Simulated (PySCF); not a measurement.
# CH4F2Ge: the cost of one run

The runs use PySCF 2.14.0, with density-fitted response routines of our own; the level of theory stands in each step. All values are computed, except where a source is named. Atoms count from 0, in the outputs and in this text.

## 1. The starting structure

8 atoms, charge 0, multiplicity 1; geometry from: GFN2-xTB. The atoms were then displaced at random by about 0.01 Å, so the start is not that level's minimum.

Bonds of the start (Å): F0–C1 1.33, C1–F2 1.37, C1–Ge3 2.04, C1–H4 1.09, Ge3–H5 1.48, Ge3–H6 1.48, Ge3–H7 1.48.

## 2. Relaxing the molecule at PBE0-D3(BJ)/def2-SVP

Job settings and geometry (Å):

```
{"job": {"xc": "PBE0", "basis": "def2-SVP", "d3": "d3bj", "grid": 1, "shake": 0.01, "kind": "geom"}, "charge": 0, "multiplicity": 1}
F     -1.376610     1.025220    -0.786740
C     -1.002630     0.033410     0.022110
F     -1.489220    -1.114290    -0.537100
Ge     1.031860    -0.021470     0.062050
H     -1.515240     0.164750     0.974490
H      1.411940    -1.165300     0.919030
H      1.507200     1.259780     0.630560
H      1.487820    -0.201240    -1.336860
```

Command:

```bash
$ OMP_NUM_THREADS=1 python probes_run.py task.json out
```

One launch serves the whole session: the jobs run in the order shown.

Q: Estimate the wall time and peak memory of this first job on 1 thread of AMD EPYC 9R45, shared host.

About 14 s, with a peak of 0.4 GiB.
